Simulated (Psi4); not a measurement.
# One shape, several levels: triplet AsH3

Wanted: a comparison of 3 runs (UHF/STO-3G, UHF/3-21G, UB3LYP/6-31G*) of triplet AsH3. 

The results are computed with Psi4 1.11.

## (1) The structure to begin with

The species is AsH3 (4 atoms), meant as a triplet with charge 0. SMILES of the parent species: `[AsH3]`. The shape is that of a PBE0-D4/def2-TZVP optimisation. That shape belongs to the parent species and isn't relaxed for this state.

Bond lengths: As1–H2 1.522 Å, As1–H3 1.522 Å, As1–H4 1.522 Å. Angles: H2–As1–H3 92.0°, H2–As1–H4 92.0°, H3–As1–H4 92.0°.

## (2) Energy and forces at UHF/STO-3G (run 1)

File calc.dat:

```
memory 1600 MB

molecule molecule1 {
  0 3
  As
  H 1 R2
  H 1 R3 2 A3
  H 1 R4 3 A4 2 D4

  R2 = 1.521686
  R3 = 1.521665
  A3 = 91.98507
  R4 = 1.52171
  A4 = 91.98753
  D4 = 92.058
  symmetry c1
}

set globals {
  basis STO-3G
  reference uhf
  puream true
  e_convergence 1e-09
  d_convergence 1e-08
  scf_type pk
  maxiter 100
}

E, wfn = gradient("hf", return_wfn=True)
oeprop(wfn, "QUADRUPOLE", "MAYER_INDICES", "MULLIKEN_CHARGES", title="HF")
```

Started as:

```bash
$ psi4 -i calc.dat -o calc.out -n 1
```

calc.out:

```text
[...]
  Running in c1 symmetry.
[...]
  Nuclear repulsion =   35.153178369028240
[...]
  Multiplicity = 3
[...]
  Nalpha       = 19
  Nbeta        = 17
[...]
    Number of basis functions: 21
[...]
   @UHF iter   1: -2210.53756751294441   -2.64564e+00   2.06575e-02 ADIIS/DIIS
[...]
   @UHF iter  18: -2210.68454219727437    2.27374e-12   7.68203e-09 DIIS
[...]
   @S^2 Observed:                2.017136986E+00
[...]
  @UHF Final Energy: -2210.68454219727437
   => Energetics <=
    Nuclear Repulsion Energy =             35.1531783690282396
    One-Electron Energy =               -3170.4569830400214414
    Two-Electron Energy =                 924.6192624737186634
    Total Energy =                      -2210.6845421972743679
  UHF NO Occupations:
  HONO-2 :   17  A 1.9931039
  HONO-1 :   18  A 1.0000000
  HONO-0 :   19  A 1.0000000
  LUNO+0 :   20  A 0.0068961
  LUNO+1 :   21  A 0.0016976
[...]
  -Total Gradient:
     Atom            X                  Y                   Z
    ------   -----------------  -----------------  -----------------
       1       -0.082969605161    -0.073807157203     0.082692404984
       2        0.034721062944     0.018778634257    -0.065297332267
       3       -0.017532515820     0.035120405356     0.015693550767
       4        0.065781058034     0.019908117593    -0.033088623484
[...]
 Multipole Moments:
 ------------------------------------------------------------------------------------
     Multipole            Electronic (a.u.)      Nuclear  (a.u.)        Total (a.u.)
 ------------------------------------------------------------------------------------
 L = 1.  Multiply by 2.5417464519 to convert [e a0] to [Debye]
 Dipole X            :          1.9948369           -1.5351645            0.4596724
 Dipole Y            :         -1.5753954            1.4809244           -0.0944711
 Dipole Z            :         -1.8710155            1.4305289           -0.4404866
 Magnitude           :                                                    0.6436240
 L = 2.  Multiply by 1.3450342976 to convert [e a0^2] to [Debye ang]
 Quadrupole XX       :        -22.5166844            8.0849027          -14.4317816
 Quadrupole XY       :         -0.7282123            0.4544085           -0.2738037
[...]
```

Wall time 2.9 s (1 thread of Intel Xeon Platinum 8259CL at 2.50GHz (Skylake/Cascade Lake), shared host); peak memory 0.19 GiB.

## (3) Energy and forces at UHF/3-21G (run 2)

File ash3.xyz:

```xyz
4
AsH3
As    -0.215800     0.487600    -0.346000
H      0.349900     0.630300     1.059400
H     -1.068000    -0.705500     0.061100
H      0.933900    -0.412500    -0.774500
```

File ash3_ase.py:

```python
import numpy as np
from ase.calculators.psi4 import Psi4
from ase.io import read

a = read('ash3.xyz')
calc = Psi4(atoms=a, method='hf', basis='3-21G', memory='1600MB', num_threads=1, charge=0, multiplicity=3, label='calc', reference='uhf')
calc.psi4.set_options({'puream': True, 'e_convergence': 1e-09, 'd_convergence': 1e-08, 'scf_type': 'pk', 'maxiter': 100})
a.calc = calc

forces = a.get_forces()
print(f'energy: {a.get_potential_energy():.6f} eV')
print('forces / eV A^-1')
print(np.round(forces, 5))
```

Started as:

```bash
$ python ash3_ase.py
```

calc.dat:

```text
[...]
  Running in c1 symmetry.
[...]
  Nuclear repulsion =   35.153177936618192
[...]
  Multiplicity = 3
[...]
  Nalpha       = 19
  Nbeta        = 17
[...]
    Number of basis functions: 28
[...]
   @UHF iter   1: -2224.64697455845771   -3.26517e+00   2.36674e-02 DIIS/ADIIS
[...]
   @UHF iter  19: -2224.91071075484570   -9.09495e-13   2.27627e-09 DIIS
[...]
   @S^2 Observed:                2.013257213E+00
[...]
    Orbital Energies [Eh]
    ---------------------
    Alpha Occupied:
       1A   -429.518178     2A    -56.013780     3A    -49.760288
       4A    -49.758022     5A    -49.757449     6A     -8.020198
       7A     -5.850805     8A     -5.843466     9A     -5.841311
      10A     -2.073463    11A     -2.072752    12A     -2.071242
      13A     -2.064097    14A     -2.063180    15A     -0.886038
      16A     -0.550550    17A     -0.532259    18A     -0.482871
      19A     -0.143688
    Alpha Virtual:
      20A      0.120447    21A      0.237242    22A      0.515344
      23A      0.531571    24A      0.533055    25A      0.672635
[...]
  @UHF Final Energy: -2224.91071075484570
   => Energetics <=
    Nuclear Repulsion Energy =             35.1531779366181922
    One-Electron Energy =               -3174.4781645084094635
    Two-Electron Energy =                 914.4142758169454055
    Total Energy =                      -2224.9107107548456952
  UHF NO Occupations:
  HONO-2 :   17  A 1.9954292
  HONO-1 :   18  A 1.0000000
  HONO-0 :   19  A 1.0000000
  LUNO+0 :   20  A 0.0045708
  LUNO+1 :   21  A 0.0017415
[...]
 Multipole Moments:
 ------------------------------------------------------------------------------------
     Multipole            Electronic (a.u.)      Nuclear  (a.u.)        Total (a.u.)
 ------------------------------------------------------------------------------------
 L = 1.  Multiply by 2.5417464519 to convert [e a0] to [Debye]
 Dipole X            :         -1.0985706            0.8719188           -0.2266519
 Dipole Y            :          2.1767924           -1.9702011            0.2065913
 Dipole Z            :         -1.5876346            1.3979791           -0.1896555
 Magnitude           :                                                    0.3605832
[...]
  -Total Gradient:
     Atom            X                  Y                   Z
    ------   -----------------  -----------------  -----------------
       1        0.053772090795     0.017593207253     0.007138346032
       2       -0.027657317544    -0.014103216474    -0.031082339045
       3        0.015072496242    -0.013553923231     0.012503105260
       4       -0.041187269494     0.010063932450     0.011440887753
[...]
```

Standard output:

```text
energy: -60542.904220 eV
forces / eV A^-1
[[-2.76507 -0.90468 -0.36707]
 [ 1.4222   0.72522  1.59832]
 [-0.77506  0.69697 -0.64294]
 [ 2.11793 -0.51751 -0.58831]]
```

It took 3.6 s on 1 thread of Intel Xeon Platinum 8259CL at 2.50GHz (Skylake/Cascade Lake), shared host; peak memory 0.23 GiB.

## (4) Energy and forces at UB3LYP/6-31G(d) (spherical functions) (run 3)

File ash3.dat:

```
memory 1.6 GB

molecule system {
  0 3
  As    -0.40780290     0.92143046    -0.65384524
  H      0.66121517     1.19109438     2.00197586
  H     -2.01822750    -1.33320178     0.11546227
  H      1.76481523    -0.77951203    -1.46359288
  units au
  symmetry c1
}

set {
  basis 6-31G*
  reference uks
  puream true
  e_convergence 1e-09
  d_convergence 1e-08
  scf_type pk
  dft_radial_points 99
  dft_spherical_points 590
  maxiter 100
}

E, wfn = gradient('b3lyp', return_wfn=True)
oeprop(wfn, 'DIPOLE', 'MULLIKEN_CHARGES', 'WIBERG_LOWDIN_INDICES', title='B3LYP')
```

Started as:

```bash
$ psi4 -n 1 ash3.dat ash3.out
```

ash3.out:

```text
[...]
  Running in c1 symmetry.
[...]
  Nuclear repulsion =   35.153177912119610
[...]
  Multiplicity = 3
[...]
  Nalpha       = 19
  Nbeta        = 17
[...]
    Number of basis functions: 38
[...]
   @UKS iter   1: -2236.10641064950369   -1.89328e+00   6.61996e-02 DIIS/ADIIS
[...]
   @UKS iter  25: -2237.18420185089917   -2.95586e-11   3.00291e-09 DIIS
[...]
   @S^2 Observed:                2.003857256E+00
[...]
  @UKS Final Energy: -2237.18420185089917
   => Energetics <=
    Nuclear Repulsion Energy =             35.1531779121196095
    One-Electron Energy =               -3183.8055990368088715
    Two-Electron Energy =                 979.1539337700340866
    DFT Exchange-Correlation Energy =     -67.6857144962435200
    Empirical Dispersion Energy =           0.0000000000000000
    VV10 Nonlocal Energy =                  0.0000000000000000
    Total Energy =                      -2237.1842018508987167
  UHF NO Occupations:
  HONO-2 :   17  A 1.9988534
  HONO-1 :   18  A 1.0000000
[...]
  -Total Gradient:
     Atom            X                  Y                   Z
    ------   -----------------  -----------------  -----------------
       1        0.056669153900     0.007523222562     0.013782229752
       2       -0.028361307025    -0.012935006900    -0.035955119605
       3        0.015372307574    -0.009003478715     0.010008744436
       4       -0.043680086282     0.014414957253     0.012164154321
[...]
 Multipole Moments:
 ------------------------------------------------------------------------------------
     Multipole            Electronic (a.u.)      Nuclear  (a.u.)        Total (a.u.)
 ------------------------------------------------------------------------------------
 L = 1.  Multiply by 2.5417464519 to convert [e a0] to [Debye]
 Dipole X            :         -0.8278541            0.8719188            0.0440647
 Dipole Y            :          1.9144920           -1.9702011           -0.0557091
 Dipole Z            :         -1.3522492            1.3979791            0.0457300
 Magnitude           :                                                    0.0844774
[...]
  Mulliken Charges: (a.u.)
   Center  Symbol    Alpha    Beta     Spin     Total
       1    AS    17.25682 15.84426  1.41255 -0.10108
       2     H     0.64564  0.35099  0.29464  0.00337
       3     H     0.45192  0.45375 -0.00183  0.09433
       4     H     0.64563  0.35100  0.29463  0.00337
   Total alpha = 19.00000, Total beta = 17.00000, Total charge =  0.00000
  Wiberg Bond Indices using Orthogonal Lowdin Orbitals:
  Total Bond Index:
  Irrep: 1 Size: 4 x 4
[...]
```

Wall time 35 s (1 thread of Intel Xeon Platinum 8259CL at 2.50GHz (Skylake/Cascade Lake), shared host); peak memory 0.43 GiB.

## (5) Overview of the runs

```csv
run,level,integration grid,energy (Eh),dipole moment (D),⟨S²⟩,largest force (eV/Å),wall time
1,UHF/STO-3G,–,-2210.684542,1.64,2.017,7.120,2.9 s
2,UHF/3-21G,–,-2224.910711,0.92,2.013,2.932,3.6 s
3,UB3LYP/6-31G* (spherical functions),99 radial × 590 angular,-2237.184202,0.21,2.004,3.024,35 s
```

## (6) Results

```
                                 quantity           value
                      run 3: total energy  -2237.18420 Eh
                     run 3: dipole moment          0.21 D
run 3: HOMO energy (highest over α and β)        -1.70 eV
                              run 3: ⟨S²⟩           2.004
          run 3: largest force on an atom      3.024 eV/Å
```

What this shows: The dipole moment (its size) runs from 0.21 D (UB3LYP/6-31G*) to 1.64 D (UHF/STO-3G). The two ends differ in method and basis. The two dipoles point in opposite directions. In run 1 the basis is minimal, so the values are rough. All runs together took 41 s, the longest 35 s.
